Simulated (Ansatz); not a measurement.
Below is the output of a Python script on the Ansatz DFT code, driven from Python that makes harmonic frequencies at the relaxed geometry of AlFH5NSi2, SMILES N[SiH]1[AlH][SiH]1F. Write a script that gives it. Level of theory (for the species named): Hartree-Fock, 6-31G* basis, multiplicity 1.

```xyz
10

N    -1.8489   -0.0952   -0.6453
Si   -0.2699   -0.7797   -0.5383
Al    0.5861   -0.7344    1.6594
Si    1.3717    0.7225   -0.1000
F     0.7059    2.2742    0.0501
H    -1.9480    0.4355   -1.5896
H    -1.9255    0.7060    0.0674
H     0.0792   -1.8604   -1.4694
H     0.6946   -1.2443    3.2218
H     2.6378    0.5247   -0.6530
```

```console
$ python alfh5nsi2.py
pair        before    after (A)
N0-Si1       1.7243   1.7224
N0-H5        1.0877   0.9984
N0-H6        1.0750   0.9971
Si1-Al2      2.3590   2.4162
Si1-Si3      2.2679   2.3709
Si1-H7       1.4686   1.4941
Al2-Si3      2.4156   2.4687
Al2-H8       1.6471   1.5846
Si3-F4       1.6952   1.6156
Si3-H9       1.3957   1.4790
frequencies (1/cm): 90 119 169 179 226 333 358 369 405 444 493 643 697 788 876 897 927 967 1756 2008 2254 2353 3796 3897
imaginary modes: 0  zero-point energy: 1.5525 eV
T (K)   F_vib (eV)   S_vib (meV/K)   C_vib (meV/K)
 298.1      1.4357        0.9027          0.9826
 398.1      1.3295        1.2140          1.1680
 498.1      1.1940        1.4908          1.3010
```

The script that was run (others could print the same):

`alfh5nsi2.py`
```python
"""Vibrations and zero-point energy of AlFH5NSi2."""

import itertools

import ansatz as az
from ase.data import atomic_numbers, covalent_radii
import numpy as np

BASIS = "6-31G*"
XC = "hf"


def main() -> None:
    geometry_ang = [
        ("N", [-1.8489, -0.0952, -0.6453]),
        ("Si", [-0.2699, -0.7797, -0.5383]),
        ("Al", [0.5861, -0.7344, 1.6594]),
        ("Si", [1.3717, 0.7225, -0.1]),
        ("F", [0.7059, 2.2742, 0.0501]),
        ("H", [-1.948, 0.4355, -1.5896]),
        ("H", [-1.9255, 0.706, 0.0674]),
        ("H", [0.0792, -1.8604, -1.4694]),
        ("H", [0.6946, -1.2443, 3.2218]),
        ("H", [2.6378, 0.5247, -0.653]),
    ]
    alfh5nsi2 = az.Crystal.molecule()
    for symbol, xyz in geometry_ang:
        alfh5nsi2 = alfh5nsi2.atom(symbol, xyz)

    calculation = (
        alfh5nsi2.calculation()
        .basis(gaussian=BASIS)
        .functional(XC)
    )
    symbols = [site.symbol for site in alfh5nsi2.cartesian_sites]
    start = np.array([site.position_ang for site in alfh5nsi2.cartesian_sites], dtype=float)
    rep = calculation.relax(force_tolerance=0.003, max_steps=100).run(threads=1).report
    end = np.array(rep["positions_ang"])

    # pairs closer than 1.2 times the sum of covalent radii, before or after
    radius = [covalent_radii[atomic_numbers[s]] for s in symbols]
    span = lambda where, i, j: np.linalg.norm(where[i] - where[j])
    bonded = [(i, j) for i, j in itertools.combinations(range(len(symbols)), 2) if min(span(start, i, j), span(end, i, j)) < 1.2 * (radius[i] + radius[j])]
    print("pair        before    after (A)")
    for i, j in bonded:
        print(f"{symbols[i]}{i}-{symbols[j]}{j}".ljust(10), f"{span(start, i, j):8.4f} {span(end, i, j):8.4f}")

    # same settings at the minimum
    minimum = az.Crystal.molecule()
    for symbol, place in zip(symbols, end):
        minimum = minimum.atom(symbol, place.tolist())
    vibrating = minimum.calculation().basis(gaussian=BASIS).functional(XC).phonons(temperatures=(298.15, 498.15, 100))
    vib = vibrating.run(threads=1).report["vibrations"]
    sums = vib["harmonic_sums"]
    modes = [m["omega_inv_cm"] for m in sums["modes_at_gamma"] if m["rigid_motion"] == "no"]
    print("frequencies (1/cm):", " ".join(f"{w:.0f}" for w in modes))
    print("imaginary modes:", sum(w < 0 for w in modes), " zero-point energy:", round(sums["zero_point_energy_ev"], 4), "eV")
    print("T (K)   F_vib (eV)   S_vib (meV/K)   C_vib (meV/K)")
    for row in zip(sums["temperatures_k"], sums["vibrational_free_energy_ev"], vib["entropy_ev_per_k"], vib["heat_capacity_ev_per_k"]):
        print(f"{row[0]:6.1f} {row[1]:11.4f} {1000 * row[2]:13.4f} {1000 * row[3]:15.4f}")


if __name__ == "__main__":
    main()
```

The frequencies are harmonic and unscaled, in a modest basis. Finished in 3.6 min on 1 thread of Arm Neoverse V1, on a shared host, peak memory 0.27 GiB.
